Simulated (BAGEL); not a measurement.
**CH4ClFSi (SMILES C[SiH](F)Cl): RI-MP2/6-31G(d) (density fitting with qzvpp-jkfit, spherical functions)**

Aim: the energy change on altering one bond length of CH4ClFSi at RI-MP2/6-31G* (density fitting with qzvpp-jkfit, spherical functions), from 2 runs. 

The calculation is run with BAGEL 1.2.2.

4 further runs of the same task are left out: 2 that didn't finish, 2 set aside as unsound or not needed.

### 1 The system as given

CH4ClFSi: 8 atoms, total charge 0, spin state singlet. As SMILES, `C[SiH](F)Cl`. Geometry: relaxed at PBE0-D4/def2-TZVP.

Bond lengths: C1–Si2 1.843 Å, Si2–F3 1.594 Å, Si2–Cl4 2.046 Å, C1–H5 1.093 Å, C1–H6 1.092 Å, C1–H7 1.092 Å, Si2–H8 1.477 Å. Some angles: C1–Si2–F3 109.4°, C1–Si2–Cl4 110.3°, F3–Si2–Cl4 107.6°, C1–Si2–H8 114.2°, F3–Si2–H8 107.4°, Cl4–Si2–H8 107.7°, Si2–C1–H5 110.3°, Si2–C1–H6 110.4°, Si2–C1–H7 110.5°, H5–C1–H6 108.5°.

### 2 The energy at RI-MP2/6-31G(d) (density fitting with qzvpp-jkfit, spherical functions)

mp2.json reads:

```json
{ "bagel": [

{
  "title": "molecule",
  "basis": "6-31gs.json",
  "df_basis": "qzvpp-jkfit",
  "angstrom": true,
  "geometry": [
    { "atom": "C", "xyz": [   -0.276700,    0.958300,    0.083800 ] },
    { "atom": "Si", "xyz": [    0.364000,   -0.761800,   -0.084200 ] },
    { "atom": "F", "xyz": [    0.846000,   -1.290000,    1.340200 ] },
    { "atom": "Cl", "xyz": [   -1.120000,   -2.010100,   -0.735500 ] },
    { "atom": "H", "xyz": [    0.509800,    1.621300,    0.453200 ] },
    { "atom": "H", "xyz": [   -0.620600,    1.332800,   -0.882900 ] },
    { "atom": "H", "xyz": [   -1.115000,    0.988300,    0.783200 ] },
    { "atom": "H", "xyz": [    1.504600,   -0.895900,   -1.013600 ] }
  ]
},
{ "title": "hf" },
{ "title": "mp2", "ncore": 12 }

]}
```

The basis set 6-31G* is read from a file made from the Basis Set Exchange's data (not shown).

Command:

```sh
$ BAGEL_NUM_THREADS=1 BAGEL mp2.json > mp2.out
```

Log:

```text
* using 1 threads per process

  ===============================================================
  ===============================================================

  *** Geometry ***

  { "atom" : "C", "xyz" : [     -0.522887,      1.810925,      0.158359 ] },
  { "atom" : "Si", "xyz" : [      0.687860,     -1.439593,     -0.159115 ] },
  { "atom" : "F", "xyz" : [      1.598708,     -2.437747,      2.532611 ] },
  { "atom" : "Cl", "xyz" : [     -2.116493,     -3.798538,     -1.389894 ] },
  { "atom" : "H", "xyz" : [      0.963382,      3.063813,      0.856424 ] },
  { "atom" : "H", "xyz" : [     -1.172764,      2.518627,     -1.668439 ] },
  { "atom" : "H", "xyz" : [     -2.107045,      1.867616,      1.480034 ] },
  { "atom" : "H", "xyz" : [      2.843282,     -1.693006,     -1.915426 ] },

  Number of auxiliary basis functions:      480

  Since a DF basis is specified, we compute 2- and 3-index integrals:
    o Being stored without compression. Storage requirement is 0.020 GB

  Number of basis functions:       72
  Number of electrons      :       50

    * METHOD: MOLECULE                             0.38

  *** RHF ***

  === Nuclear Repulsion ===
   224.3356438901

      * DIIS with orbital gradients will be used.

  === RHF iteration (6-31gs.json) ===
      0       -887.99873692          0.01868795           0.08
      1       -888.11571981          0.01069857           0.08
      2       -888.15912908          0.00143655           0.09
      3       -888.16024573          0.00042027           0.07
      4       -888.16034945          0.00006098           0.07
      5       -888.16035266          0.00001399           0.07
      6       -888.16035284          0.00000513           0.08
      7       -888.16035287          0.00000107           0.07
      8       -888.16035287          0.00000024           0.07
      9       -888.16035287          0.00000007           0.07
     10       -888.16035287          0.00000002           0.07
     11       -888.16035287          0.00000001           0.07
    * SCF iteration converged.

    * Permanent dipole moment:
           (   -0.218111,    -0.930970,     0.237070) a.u.

    * METHOD: HF                                   1.15

  *** RHF ***

  === Nuclear Repulsion ===
   224.3356438901

      * DIIS with orbital gradients will be used.

  === RHF iteration (6-31gs.json) ===
      0       -888.16035287          0.00000000           0.07
    * SCF iteration converged.

    * Permanent dipole moment:
           (   -0.218111,    -0.930970,     0.237070) a.u.

  === DF-MP2 calculation ===

    * freezing 12 orbitals
    * 3-index integral transformation done
    * assembly done

      MP2 correlation energy:   -0.5060615823      0.04

      MP2 total energy:       -888.6664144511

    * METHOD: MP2                                  0.20

  ===============================================================
```

Run time: 2 s. Hardware: 1 thread of Intel Xeon Platinum 8375C at 2.90GHz (Ice Lake), shared host; peak memory 0.1 GiB.

### 3 The distorted shape at the same level

calc.json reads:

```json
{ "bagel" : [

{
  "title" : "molecule",
  "basis" : "6-31gs.json",
  "df_basis" : "qzvpp-jkfit",
  "angstrom" : "true",
  "geometry" : [
    { "atom" : "C", "xyz" : [       0.465314,       1.582462,       0.409456 ] },
    { "atom" : "Si", "xyz" : [       1.106014,      -0.137638,       0.241456 ] },
    { "atom" : "F", "xyz" : [       1.588014,      -0.665838,       1.665856 ] },
    { "atom" : "Cl", "xyz" : [      -1.120000,      -2.010100,      -0.735500 ] },
    { "atom" : "H", "xyz" : [       1.251814,       2.245462,       0.778856 ] },
    { "atom" : "H", "xyz" : [       0.121414,       1.956962,      -0.557244 ] },
    { "atom" : "H", "xyz" : [      -0.372986,       1.612462,       1.108856 ] },
    { "atom" : "H", "xyz" : [       2.246614,      -0.271738,      -0.687944 ] }
  ]
},

{ "title" : "hf" },

{ "title" : "mp2", "ncore" : 12 }

]}
```

The basis set 6-31G* is read from a file made from the Basis Set Exchange's data (not shown).

Command:

```sh
$ BAGEL_NUM_THREADS=1 BAGEL calc.json > calc.out
```

Log:

```text
* using 1 threads per process

  ===============================================================
  ===============================================================

  *** Geometry ***

  { "atom" : "C", "xyz" : [      0.879316,      2.990420,      0.773760 ] },
  { "atom" : "Si", "xyz" : [      2.090064,     -0.260098,      0.456286 ] },
  { "atom" : "F", "xyz" : [      3.000912,     -1.258251,      3.148012 ] },
  { "atom" : "Cl", "xyz" : [     -2.116493,     -3.798538,     -1.389894 ] },
  { "atom" : "H", "xyz" : [      2.365586,      4.243308,      1.471825 ] },
  { "atom" : "H", "xyz" : [      0.229439,      3.698122,     -1.053039 ] },
  { "atom" : "H", "xyz" : [     -0.704841,      3.047112,      2.095434 ] },
  { "atom" : "H", "xyz" : [      4.245485,     -0.513510,     -1.300026 ] },

  Number of auxiliary basis functions:      480

  Since a DF basis is specified, we compute 2- and 3-index integrals:
    o Being stored without compression. Storage requirement is 0.020 GB

  Number of basis functions:       72
  Number of electrons      :       50

    * METHOD: MOLECULE                             0.25

  *** RHF ***

  === Nuclear Repulsion ===
   191.4467819797

      * DIIS with orbital gradients will be used.

  === RHF iteration (6-31gs.json) ===
      0       -887.83156974          0.01973661           0.06
      1       -887.98523991          0.01197825           0.05
      2       -888.04822032          0.00152553           0.05
      3       -888.04980591          0.00048731           0.06
      4       -888.04999831          0.00011021           0.06
      5       -888.05002048          0.00003087           0.05
      6       -888.05002271          0.00001162           0.06
      7       -888.05002294          0.00000416           0.06
      8       -888.05002298          0.00000108           0.06
      9       -888.05002298          0.00000046           0.05
     10       -888.05002298          0.00000016           0.06
     11       -888.05002298          0.00000006           0.05
     12       -888.05002298          0.00000002           0.06
     13       -888.05002298          0.00000001           0.05
    * SCF iteration converged.

    * Permanent dipole moment:
           (   -1.732076,    -2.393106,    -0.425364) a.u.

    * METHOD: HF                                   0.94

  *** RHF ***

  === Nuclear Repulsion ===
   191.4467819797

      * DIIS with orbital gradients will be used.

  === RHF iteration (6-31gs.json) ===
      0       -888.05002298          0.00000001           0.06
    * SCF iteration converged.

    * Permanent dipole moment:
           (   -1.732075,    -2.393105,    -0.425363) a.u.

  === DF-MP2 calculation ===

    * freezing 12 orbitals
    * 3-index integral transformation done
    * assembly done

      MP2 correlation energy:   -0.5092017932      0.03

      MP2 total energy:       -888.5592247718

    * METHOD: MP2                                  0.15

  ===============================================================
```

It took 1.6 s on 1 thread of Intel Xeon Platinum 8375C at 2.90GHz (Ice Lake), shared host; peak memory 0.1 GiB.

### 4 Outcome

At RI-MP2/6-31G* (density fitting with qzvpp-jkfit, spherical functions), 12 core orbitals frozen:

```
                                                           quantity          value
                                          first shape: total energy  -888.66641 Eh
          first shape: correlation energy (12 core orbitals frozen)     -506.1 mEh
                                      distorted shape: total energy  -888.55922 Eh
      distorted shape: correlation energy (12 core orbitals frozen)     -509.2 mEh
energy change with the Si2–Cl4 bond stretched from 2.046 to 3.069 Å       2.917 eV
```

**Reading.** With the Si2–Cl4 bond stretched from 2.046 to 3.069 Å the energy rises by 2.92 eV (67 kcal/mol). The first shape isn't relaxed at this level, so the change isn't measured from a minimum. A restricted reference can't describe the breaking bond well at this length.
